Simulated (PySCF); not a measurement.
# BiF3 (Bi(F)32+): the cost of one run

Program: PySCF 2.14.0. Level of theory: TPSS, Bi def2-SVP with ECP60, F def2-SVP; scalar-relativistic core potentials, no spin–orbit coupling. These are calculated values, not measurements.

4 further runs of the same task are left out: 2 for a known fault of the program, 1 that didn't finish, 1 set aside as unsound or not needed.

**1. Starting geometry**

4 atoms, charge 2, spin multiplicity 1.

Bond lengths: Bi1–F2 1.995 Å, Bi1–F3 1.995 Å, Bi1–F4 1.995 Å. Angles: F2–Bi1–F3 125.3°, F2–Bi1–F4 117.3°, F3–Bi1–F4 117.3°.

Geometry (Å):

```xyz
4

Bi    0.30926    0.00000    0.00000
F    -0.60658    0.00000    1.77243
F    -0.60658    0.00000   -1.77243
F     2.30447    0.00000    0.00000
```

Formal oxidation states: Bi +5. An earlier session relaxed this geometry at TPSS, Bi def2-SVP with ECP60, F def2-SVP (singlet, point group C2v).

Its energy there is -512.819648 Eh.

**2. Atoms moved at random, σ = 0.06 Å**

run.py (the lines that set the calculation)

```python
mol = gto.M(atom='''
Bi     0.35088    -0.05188    -0.05667
F     -0.60495     0.06725     1.87977
F     -0.61848     0.04095    -1.84895
F      2.27312    -0.05632     0.02585''',
    basis={'Bi': 'def2-SVP', 'F': 'def2-SVP'},
    ecp={'Bi': 'def2-SVP'},
    charge=2, spin=0)
mf = dft.RKS(mol, xc='TPSS')
mf.grids.atom_grid = (50, 194)
mf = mf.density_fit()  # fitting sets: Bi def2-universal-JKFIT, F def2-universal-JKFIT
mf.conv_tol = 1e-08; mf.max_cycle = 55
mf.kernel(dm0)  # dm0: the density of the relaxed state
```

Started as:

```sh
$ OMP_NUM_THREADS=2 python run.py
```

**Question.** How long does this run take on 2 threads of Arm Neoverse V1, shared host?

About 1.8 s.
